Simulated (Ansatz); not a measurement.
Task: a projected density of states of Mg2ZnO3, space group P-3m1, with Ansatz's Python interface. Give the script and its output. Level of theory: r2SCAN, PAW, cutoff 517 eV, 12×12×4 k-points, Fermi-Dirac smearing of 0.1 eV.

```cif
data_structure
_symmetry_space_group_name_H-M 'P 1'
_symmetry_Int_Tables_number 1
_cell_length_a 3.0330
_cell_length_b 3.0330
_cell_length_c 7.4033
_cell_angle_alpha 90.000
_cell_angle_beta 90.000
_cell_angle_gamma 120.000
_cell_volume 58.98
loop_
_atom_site_label
_atom_site_type_symbol
_atom_site_fract_x
_atom_site_fract_y
_atom_site_fract_z
_atom_site_occupancy
Mg1 Mg 0.33333 0.66667 0.66580 1
Mg2 Mg 0.66667 0.33333 0.33420 1
Zn1 Zn 0.00000 0.00000 0.00000 1
O1 O 0.33333 0.66667 0.17262 1
O2 O 0.66667 0.33333 0.82738 1
O3 O 0.00000 0.00000 0.50000 1
```

Script `pdos_mg2zno3.py`:
```python
from collections import Counter
import json
import warnings

import ansatz as az
import numpy as np


def main() -> None:
    warnings.simplefilter("ignore", az.DeckWarning)

    lattice = az.Lattice.of(
        (3.03299859, 0.0, 0.0),
        (-1.5164993, 2.62665383, 0.0),
        (0.0, 0.0, 7.403316),
    )
    sites = [
        ("Mg", (1 / 3, 2 / 3, 0.6658)),
        ("Mg", (2 / 3, 1 / 3, 0.3342)),
        ("Zn", (0.0, 0.0, 0.0)),
        ("O", (1 / 3, 2 / 3, 0.172619)),
        ("O", (2 / 3, 1 / 3, 0.827381)),
        ("O", (0.0, 0.0, 0.5)),
    ]
    mg2zno3 = az.Crystal(lattice=lattice)
    for symbol, position in sites:
        mg2zno3 = mg2zno3.atom(symbol, position)

    calc = (
        mg2zno3.calculation()
        .functional("r2scan")
        .basis(19 * az.Ha)
        .kpoints(12, 12, 4)
        .occupations("Fermi-Dirac")
        .scf(extra_bands=18)
        .density_of_states(projected=True, energy_step=0.05)
    )
    out = calc.run(events_out="events.ndjson")
    rep = out.report
    with open("events.ndjson") as stream:
        kinds = Counter(json.loads(line)["event"] for line in stream)
    print("events:", {kind: kinds[kind] for kind in ("scf_iter", "scf_done", "notice", "finished")})

    dos = out.density_of_states()
    energy = np.asarray(dos.energies_ev) - dos.fermi_ev
    curves = {}
    for site in out.projected_density_of_states().sites:
        for shell in site.shells:
            weight = sum(np.sum(curve.g_bin_mean_per_ev, axis=0) for curve in shell.curves)
            name = f"{site.species} {shell.label}"
            curves[name] = curves.get(name, 0) + weight

    print("E-EF   " + " ".join(f"{name:>8s}" for name in curves))
    for e in np.arange(-10, 4 + 0.1, 0.5):
        print(f"{e:5.1f}  " + " ".join(f"{np.interp(e, energy, g):8.3f}" for g in curves.values()))


if __name__ == "__main__":
    main()
```

```console
$ python pdos_mg2zno3.py
events: {'scf_iter': 8, 'scf_done': 1, 'notice': 2, 'finished': 1}
E-EF      Mg 2S    Mg 3S    Mg 2P    Zn 4S    Zn 3D     O 2S     O 2P
-10.0     0.000    0.000    0.000    0.000    0.000    0.000    0.000
 -9.5     0.000    0.000    0.000    0.000    0.000    0.000    0.000
 -9.0     0.000    0.000    0.000    0.000    0.000    0.000    0.000
 -8.5     0.000    0.000    0.000    0.000    0.000    0.000    0.000
 -8.0     0.000    0.000    0.000    0.000    0.000    0.000    0.000
 -7.5     0.000    0.084    0.000    0.214    0.982    0.019    0.978
 -7.0     0.001    0.313    0.001    0.137    8.513    0.068    3.807
 -6.5     0.000    0.052    0.001    0.066    5.910    0.035    2.412
 -6.0     0.000    0.082    0.000    0.005    1.190    0.012    0.596
 -5.5     0.000    0.140    0.000    0.077    1.133    0.034    2.019
 -5.0     0.001    0.209    0.000    0.070    0.489    0.104    2.075
 -4.5     0.001    0.089    0.000    0.019    0.287    0.039    2.530
 -4.0     0.000    0.061    0.000    0.009    0.239    0.028    3.057
 -3.5     0.000    0.044    0.001    0.023    0.225    0.016    6.052
 -3.0     0.000    0.009    0.000    0.002    0.086    0.007    3.282
 -2.5     0.000    0.020    0.000    0.002    0.837    0.025    5.227
 -2.0     0.000    0.000    0.000    0.000    0.011    0.000    0.085
 -1.5     0.000    0.000    0.000    0.000    0.000    0.000    0.000
 -1.0     0.000    0.000    0.000    0.000    0.000    0.000    0.000
 -0.5     0.000    0.000    0.000    0.000    0.000    0.000    0.000
  0.0     0.000    0.000    0.000    0.000    0.000    0.000    0.000
  0.5     0.000    0.000    0.000    0.000    0.000    0.000    0.000
  1.0     0.000    0.000    0.000    0.000    0.000    0.000    0.000
  1.5     0.000    0.000    0.000    0.000    0.000    0.000    0.000
  2.0     0.000    0.011    0.000    0.014    0.000    0.013    0.006
  2.5     0.000    0.030    0.000    0.049    0.000    0.036    0.029
  3.0     0.000    0.039    0.000    0.085    0.000    0.047    0.054
  3.5     0.000    0.042    0.000    0.118    0.000    0.048    0.072
  4.0     0.000    0.046    0.000    0.178    0.000    0.051    0.099
```

Semilocal gaps usually lie well under measured ones. In a crystal with a gap the Fermi level's place inside it depends on smearing and mesh. The crystal has a gap of about 3.60 eV on the mesh; bins of finite width blur the band edges. This cell is a computed structure, which may not be the phase found in nature. Curves are summed over the cell's atoms. Only shells that the potentials hold have channels, so projections don't add up to the total, least of all where a shell is missing (p of most metals); heights and places of peaks move with the mesh. The density of states is complete only as far up as bands were computed. Timing: 20 s on 1 thread of Arm Neoverse V1, with other jobs on the host, peak memory 0.6 GiB.
